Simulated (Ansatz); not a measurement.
**C₃H₁₁AsSi: small, medium and large basis sets**

An exercise on one series of results from a longer session: the logs are not shown, and one member is left open.

Computed with Ansatz 0.2.0, Gaussian basis. Level: one geometry, several basis sets.

Plan: PBE0-D4/def2-SVP; ωB97M-V/def2-SVP; PBE0-D4/def2-QZVPP; ωB97M-V/def2-QZVPP; the functionals' def2-TZVPP values are taken from earlier runs.

**Structure used throughout**

The geometry comes from an earlier relaxation with PBE0-D4 in a triple-zeta def2 set; it is a stationary point, not always the lowest conformer.

SMILES `CC[As](C)[SiH3]`, 16 atoms, charge 0, spin multiplicity 1.

Atoms are counted from 1 here; the program's logs count them from 0.

Bond lengths: C1–C2 1.517 Å, C1–H6 1.093 Å, C1–H7 1.093 Å, C1–H8 1.093 Å, C2–As3 1.985 Å, C2–H9 1.093 Å, C2–H10 1.094 Å, As3–C4 1.976 Å, As3–Si5 2.359 Å, C4–H11 1.090 Å, C4–H12 1.091 Å, C4–H13 1.091 Å, Si5–H14 1.492 Å, Si5–H15 1.488 Å, Si5–H16 1.488 Å. Angles: C2–C1–H6 111.1°, C2–C1–H7 111.7°, C2–C1–H8 111.4°, H6–C1–H7 107.4°, H6–C1–H8 107.7°, H7–C1–H8 107.4°, C1–C2–As3 112.4°, C1–C2–H9 111.4°, C1–C2–H10 110.7°, As3–C2–H9 109.2°, As3–C2–H10 105.5°, H9–C2–H10 107.4°, C2–As3–C4 97.4°, C2–As3–Si5 96.5°, C4–As3–Si5 95.3°, As3–C4–H11 109.3°, As3–C4–H12 108.3°, As3–C4–H13 112.1° and more.

The first run:

in.yaml reads:

```yaml
crystal:
  periodic: [false, false, false]
  atoms:
    - {symbol: C, position_ang: [0.645238, 1.175650, -1.858694]}
    - {symbol: C, position_ang: [0.695780, -0.122408, -1.074499]}
    - {symbol: As, position_ang: [-1.034664, -0.545654, -0.199737]}
    - {symbol: C, position_ang: [-0.407308, -2.075636, 0.881318]}
    - {symbol: Si, position_ang: [-0.850786, 1.038313, 1.538741]}
    - {symbol: H, position_ang: [1.585846, 1.352924, -2.387004]}
    - {symbol: H, position_ang: [0.469656, 2.034792, -1.206060]}
    - {symbol: H, position_ang: [-0.155434, 1.161059, -2.602362]}
    - {symbol: H, position_ang: [1.484737, -0.101788, -0.318631]}
    - {symbol: H, position_ang: [0.901604, -0.966808, -1.738311]}
    - {symbol: H, position_ang: [-1.178455, -2.347888, 1.602395]}
    - {symbol: H, position_ang: [-0.244575, -2.922926, 0.213680]}
    - {symbol: H, position_ang: [0.520107, -1.850860, 1.409682]}
    - {symbol: H, position_ang: [0.516429, 1.023974, 2.136468]}
    - {symbol: H, position_ang: [-1.837218, 0.712359, 2.604584]}
    - {symbol: H, position_ang: [-1.133954, 2.412298, 1.042728]}
basis:
  gaussian: {orbitals: def2-SVP}
hamiltonian: {xc: pbe0, dispersion: d4}
output: {orbitals: {seedname: orbitals}}
```

On the command line:

```sh
> ansatz run in.yaml --threads 4 --pin off --events-out ev --progress --plain --max-ram 11315MiB
```

Among the steps run: PBE0-D4 in def2-SVP; ωB97M-V in def2-SVP; PBE0-D4 in def2-QZVPP; ωB97M-V in def2-QZVPP.

One of the session's tables, all rows but one given; the rest of the session is left out.

It belongs to the step «Functionals by basis». 

| functional | basis | HOMO (eV) | LUMO (eV) |
| --- | --- | --- | --- |
| PBE0-D4 | def2-SVP | ? | ? |
| PBE0-D4 | def2-TZVPP | -6.60 | 0.28 |
| PBE0-D4 | def2-QZVPP | -6.63 | 0.09 |
| ωB97M-V | def2-SVP | -8.65 | 2.39 |
| ωB97M-V | def2-TZVPP | -8.68 | 1.92 |
| ωB97M-V | def2-QZVPP | -8.71 | 1.49 |

**Question.** Estimate the row for PBE0-D4, def2-SVP.

As computed: HOMO (eV): -6.58; LUMO (eV): 0.57. In the column «HOMO (eV)» it is the highest.
